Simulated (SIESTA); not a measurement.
The system is W3Se2S4, a slab with vacuum.

```xyz
9
Lattice="3.2262 0.0000 0.0000 -1.6131 2.7940 0.0000 0.0000 0.0000 29.1680" Properties=species:S:1:pos:R:3 pbc="T T T"
W     0.0000    1.8627   14.5840
W     0.0000    0.0000   21.3268
W     0.0000    0.0000    7.8411
Se    0.0000    0.0000   12.8858
Se    0.0000    0.0000   16.2821
S     0.0000    1.8627   22.8718
S     0.0000    1.8627    9.3863
S     0.0000    1.8627   19.7816
S     0.0000    1.8627    6.2962
```

A run of SIESTA 5.4.2 on this cell left the log below. Logs are shortened: lines on timing, memory, paths and dates and some standing lists are left out, and cuts for length are marked.

```text
Version         : 5.4.2

                           ***********************
                           *  WELCOME TO SIESTA  *
                           ***********************

 NOTE: Siesta V5 introduces some new defaults for basis-set generation
 NOTE: which might lead to slightly different numerical results.
 NOTE: Please see the manual for full details and compatibility measures.

reinit: Reading from file W3Se2S4.fdf

reinit: -----------------------------------------------------------------------
reinit: System Name: W3Se2S4
reinit: -----------------------------------------------------------------------
reinit: System Label: W3Se2S4
reinit: -----------------------------------------------------------------------

initatom: Reading input for the pseudopotentials and atomic orbitals ----------
Species number:   1 Atomic number:   74 Label: W
Species number:   2 Atomic number:   34 Label: Se
Species number:   3 Atomic number:   16 Label: S

Ground state valence configuration (from tables):   6s02  6p00  5d04  5f00
Ground state valence configuration (from tables):   4s02  4p04  4d00  4f00
Ground state valence configuration (from tables):   3s02  3p04  3d00  4f00

---- Processing specs for species: W
Reading pseudopotential information in PSML from:
  W.psml
PSML file version: 1.1
Using libxc ids:  116 133
GGA--PBEsol XC_GGA_X_PBE_SOL--XC_GGA_C_PBE_SOL ps
Semicore shell(s) with  8 electrons included in the valence for W

---- Processing specs for species: Se
Reading pseudopotential information in PSML from:
  Se.psml
PSML file version: 1.1
Using libxc ids:  116 133
GGA--PBEsol XC_GGA_X_PBE_SOL--XC_GGA_C_PBE_SOL ps
Semicore shell(s) with 10 electrons included in the valence for Se

---- Processing specs for species: S
Reading pseudopotential information in PSML from:
  S.psml
PSML file version: 1.1
Using libxc ids:  116 133
GGA--PBEsol XC_GGA_X_PBE_SOL--XC_GGA_C_PBE_SOL ps

---- Pseudopotential check for W

Pseudized shells:
5s( 2.00) rc: 1.60
5p( 6.00) rc: 1.60
5d( 4.00) rc: 1.60
5f( 0.00) rc: 2.00
Valence configuration for ps generation: 5s:5p:5d:6s: Total charge:  14.000000
Semicore shell(s): 5s 5p

---- Pseudopotential check for Se

[... 875 lines left out ...]
Atom  Qatom  Qorb
               5s      5s      6s      6s      5py     5pz     5px     5py
               5pz     5px     6py     6pz     6px     5dxy    5dyz    5dz2
               5dxz    5dx2-y2 5dxy    5dyz    5dz2    5dxz    5dx2-y2
   1 13.237   1.882   0.033  -0.131   0.293   1.933   1.940   1.933   0.056
              0.050   0.056   0.154   0.144   0.154   1.118   0.938   1.279

              0.938   1.118  -0.166  -0.046  -0.223  -0.046  -0.166
   2 13.583   1.933   0.036   0.492  -0.047   1.946   1.949   1.946   0.050
              0.054   0.050   0.269   0.264   0.269   0.972   0.556   0.958

              0.556   0.972  -0.064   0.233   0.020   0.233  -0.064
   3 13.583   1.933   0.036   0.492  -0.047   1.946   1.949   1.946   0.050
              0.054   0.050   0.269   0.264   0.269   0.972   0.556   0.958

              0.556   0.972  -0.064   0.233   0.020   0.233  -0.064

Species: Se
Atom  Qatom  Qorb
               4s      4s      4py     4pz     4px     4py     4pz     4px
               3dxy    3dyz    3dz2    3dxz    3dx2-y2 3dxy    3dyz    3dz2
               3dxz    3dx2-y2 4dxy    4dyz    4dz2    4dxz    4dx2-y2
   4 16.375   1.810   0.044   1.570   1.547   1.570  -0.193  -0.058  -0.193
              2.001   2.001   2.002   2.001   2.001   0.002   0.002   0.002

              0.002   0.002   0.051   0.057   0.047   0.057   0.051
   5 16.375   1.810   0.044   1.570   1.547   1.570  -0.193  -0.058  -0.193
              2.001   2.001   2.002   2.001   2.001   0.002   0.002   0.002

              0.002   0.002   0.051   0.057   0.047   0.057   0.051

Species: S
Atom  Qatom  Qorb
               3s      3s      3py     3pz     3px     3py     3pz     3px
               3Pdxy   3Pdyz   3Pdz2   3Pdxz   3Pdx2-y2
   6  6.183   1.731   0.065   1.248   1.521   1.248   0.073  -0.012   0.073
              0.048   0.047   0.048   0.047   0.048
   7  6.240   1.832   0.012   1.262   1.490   1.262   0.062   0.014   0.062
              0.048   0.049   0.050   0.049   0.048
   8  6.240   1.832   0.012   1.262   1.490   1.262   0.062   0.014   0.062
              0.048   0.049   0.050   0.049   0.048
   9  6.183   1.731   0.065   1.248   1.521   1.248   0.073  -0.012   0.073
              0.048   0.047   0.048   0.047   0.048

mulliken: Qtot =       98.000

Mulliken Atomic Populations:
Atom #   charge [q] valence [e]  Species
     1     0.762620   13.237380  W
     2     0.417058   13.582942  W
     3     0.417058   13.582942  W
     4    -0.375182   16.375182  Se
     5    -0.375182   16.375182  Se
     6    -0.183472    6.183472  S
     7    -0.239715    6.239715  S
     8    -0.239715    6.239715  S
     9    -0.183472    6.183472  S
 Total    -0.000000

siesta: Electric dipole (a.u.)  =    0.000000   -0.000000    0.000000
siesta: Electric dipole (Debye) =    0.000000   -0.000000    0.000000

Hirshfeld Atomic Populations:
Atom #   charge [q] valence [e]  Species
     1     0.113028   13.886972  W
     2     0.233448   13.766552  W
     3     0.233448   13.766552  W
     4    -0.059155   16.059155  Se
     5    -0.059155   16.059155  Se
     6    -0.116845    6.116845  S
     7    -0.113961    6.113961  S
     8    -0.113961    6.113961  S
     9    -0.116845    6.116845  S
 Total     0.000000

Voronoi Atomic Populations:
Atom #   charge [q] valence [e]  Species
     1     0.166866   13.833134  W
     2     0.339135   13.660865  W
     3     0.339135   13.660865  W
     4    -0.084770   16.084770  Se
     5    -0.084770   16.084770  Se
     6    -0.169629    6.169629  S
     7    -0.168169    6.168169  S
     8    -0.168169    6.168169  S
     9    -0.169629    6.169629  S
 Total     0.000000

dhscf: Vacuum level (max, mean) =    0.302600    0.297838 eV

Job completed
```

Task: What input gives this log?

Result: Single point with PBEsol, no spin polarisation. The files as run (others can give the same):

W3Se2S4.fdf
```
SystemName                      W3Se2S4
SystemLabel                     W3Se2S4
NumberOfSpecies                 3
NumberOfAtoms                   9
%block ChemicalSpeciesLabel
  1  74 W
  2  34 Se
  3  16 S
%endblock ChemicalSpeciesLabel

LatticeConstant                 1.0 Ang
%block LatticeVectors
     3.2262114140     0.0000000000     0.0000000000
    -1.6131057070     2.7939810425     0.0000000000
     0.0000000000     0.0000000000    29.1679642300
%endblock LatticeVectors
AtomicCoordinatesFormat         Fractional
%block AtomicCoordinatesAndAtomicSpecies
     0.3333333333     0.6666666667     0.5000000000  1  W
     0.0000000000     0.0000000000     0.7311734700  1  W
     0.0000000000     0.0000000000     0.2688265300  1  W
     0.0000000000     0.0000000000     0.4417801200  2  Se
     0.0000000000     0.0000000000     0.5582198800  2  Se
     0.3333333333     0.6666666667     0.7841413800  3  S
     0.3333333333     0.6666666667     0.3218027300  3  S
     0.3333333333     0.6666666667     0.6781972700  3  S
     0.3333333333     0.6666666667     0.2158586200  3  S
%endblock AtomicCoordinatesAndAtomicSpecies

%block kgrid.MonkhorstPack
    9   0   0  0.0
    0   9   0  0.0
    0   0   1  0.0
%endblock kgrid.MonkhorstPack
XC.Functional                   GGA
XC.Authors                      PBEsol
PAO.BasisSize                   DZP
PAO.EnergyShift                 0.003 Ry
Mesh.Cutoff                     800 Ry
OccupationFunction              FD
ElectronicTemperature           0.05 eV
MaxSCFIterations                120
SCF.MustConverge                false
SCF.Mixer.Method                Pulay
SCF.Mixer.Weight                0.25
SCF.Mixer.History               8
SCF.DM.Tolerance                5.0e-05
SCF.H.Tolerance                 1.0e-03 eV
WriteForces                     true
Charge.Mulliken                 end
Charge.Hirshfeld                end
Charge.Voronoi                  end
SaveRho                         true
SaveElectrostaticPotential      true
%block PAO.Basis
  W 5
  n=5 0 2
    3.045 0.000
  n=6 0 2
    7.595 0.000
  n=5 1 2
    3.655 0.000
  n=6 1 1
    7.595
  n=5 2 2
    6.615 0.000
  Se 4
  n=4 0 2
    5.129 0.000
  n=4 1 2
    6.708 0.000
  n=3 2 2
    2.662 0.000
  n=4 2 1
    6.708
%endblock PAO.Basis
```

Potentials or basis: PseudoDojo 0.4 standard (PBEsol files), DZP (energy shift 0.003 Ry; two zetas on semicore shells).
Launch:
```console
$ siesta W3Se2S4.fdf > W3Se2S4.out 2>&1
```
